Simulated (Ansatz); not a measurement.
# MgW: the cost of one run

Method: DFT PBE, scalar-relativistic, plane waves, PAW, in Ansatz 0.2.0.

## Step 1: The system as given

It takes space group Cmmm (No. 65, orthorhombic). The conventional cell has a = 5.684 Å, b = 7.543 Å, c = 3.250 Å, α = 90.00°, β = 90.00°, γ = 90.00°. Mg (site symmetry mmm) is surrounded by 2 W at 2.84 Å and 2 Mg at 3.25 Å. Around W (site symmetry mmm) lie 2 Mg at 2.84 Å and 2 W at 3.25 Å.

As a file:

```
CELL_PARAMETERS angstrom
2.84183 -3.77165 0.00000
2.84183 3.77165 0.00000
0.00000 0.00000 3.25049
ATOMIC_POSITIONS crystal
Mg 0.50000 0.50000 0.00000
W 0.00000 0.00000 0.00000
```

The cell is invented: random cell by space group and Wyckoff sites (Cmmm, No. 65). Its size is a rough estimate.

## Step 2: The guess as it stands, on a coarse mesh

The input, input.yaml:

```yaml
crystal:
  lattice:
    - [2.8418342, -3.77164529, 0.0]
    - [2.8418342, 3.77164529, 0.0]
    - [0.0, 0.0, 3.25049281]
  atoms:
    - { symbol: Mg, position: [0.5, 0.5, 0.0] }
    - { symbol: W, position: [0.0, 0.0, 0.0] }
basis:
  ecutwfc: 420
kpoints:
  mp_grid: { grid: [4, 4, 6] }
hamiltonian:
  xc: pbe
scf:
  occupations: { method: gaussian, width: 0.1 }
  lower_state_search: "off"
output:
  forces: true
  stress: true
  eigenvalues: true
```

Launch:

```bash
$ ansatz run input.yaml --threads 1 --pin off --max-ram 2048MiB --backend cpu --events-out ev --progress --plain --runs-dir out
```

What time and memory should one allow on 1 thread of Arm Neoverse V2, shared host?

About 1.7 s, with a peak of 0.31 GiB.
